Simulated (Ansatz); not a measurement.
# Aluminium, diamond: r²SCAN0 at the r²SCAN geometry

How do the levels change when part of the exchange is made exact, and what does it cost? Spin polarisation is left out. The cell comes from an earlier r²SCAN relaxation. Exact exchange is dear, so the k-mesh is coarse, and r²SCAN is run on the same mesh for comparison.

Method: DFT, plane waves (500 eV) with PBE-made PAW files, scalar-relativistic; functionals as named at each step, in Ansatz 0.2.0.

**1. The structure to begin with**

It takes space group Fd-3m (No. 227, cubic). The conventional cell has a = 6.027 Å, b = 6.027 Å, c = 6.027 Å, α = 90.00°, β = 90.00°, γ = 90.00°. Al (site symmetry -43m) is surrounded by 4 Al at 2.61 Å.

As a file:

```
CELL_PARAMETERS angstrom
0.00000 3.01374 3.01374
3.01374 0.00000 3.01374
3.01374 3.01374 0.00000
ATOMIC_POSITIONS crystal
Al 0.12500 0.12500 0.12500
Al 0.87500 0.87500 0.87500
```

**2. r²SCAN on the coarse mesh**

The run with r²SCAN.

input.yaml

```yaml
crystal:
  lattice:
    - [0.0, 3.0137355255, 3.0137355255]
    - [3.0137355255, 0.0, 3.0137355255]
    - [3.0137355255, 3.0137355255, 0.0]
  atoms:
    - { symbol: Al, position: [0.125, 0.125, 0.125] }
    - { symbol: Al, position: [0.875, 0.875, 0.875] }
hamiltonian:
  xc: r2scan
  pseudopotentials:
    kind: paw
    azcp:
      Al: "pseudopotentials/Al.paw.azcp"
basis:
  ecutwfc: 500
  fft_grid_basis: typed
kpoints:
  mp_grid: { grid: [5, 5, 5], shift: [0, 0, 0] }
magnetization:
  spin_polarized: false
scf:
  occupations: { method: fermi_dirac, width: 0.1 }
output:
  write_density: true
  write_potential: true
  elf: true
  volumetric_format: npy
```

Started as:

```console
> ansatz run input.yaml --threads 4 --pin off --max-ram 8192MiB --backend cpu --events-out ev --progress --plain --runs-dir out
```

**3. r²SCAN0, coarse mesh**

The run with r²SCAN0.

input.yaml: that of step 2 with these lines changed.

```diff
@@ -9,3 +9,3 @@
 hamiltonian:
-  xc: r2scan
+  xc: r2scan0
   pseudopotentials:
@@ -23,6 +23 @@
   occupations: { method: fermi_dirac, width: 0.1 }
-output:
-  write_density: true
-  write_potential: true
-  elf: true
-  volumetric_format: npy
```

(Steps that only read results are left out.)

What does the calculation give? Wanted: r²SCAN: gap; r²SCAN0: gap; r²SCAN0: relative to fcc.

As calculated:

| quantity | value |
| --- | --- |
| r²SCAN: gap | none (levels filled in part) |
| r²SCAN0: gap | none (levels filled in part) |
| r²SCAN0: SCF cycles, exchange loops | 16, 2 |
| r²SCAN0: CPU time over that of r²SCAN | 21 |
| r²SCAN0: relative to fcc | +941 meV/atom |

**Reading.** Neither r²SCAN nor r²SCAN0 shows a clean gap on this mesh. r²SCAN0 cost 21 times the CPU time of r²SCAN. r²SCAN0 needed 2 outer loops of the exchange operator. To compare with dense-mesh energies, the change of r²SCAN from this mesh and smearing to its dense run (+7.5 meV/atom, from a run not shown) is added. Under r²SCAN0 it lies 941 meV/atom above fcc (computed apart in the same way); on such meshes a few tens of meV are uncertain for metals. Absolute energies differ from functional to functional, by eV per atom at times, and say nothing by themselves.
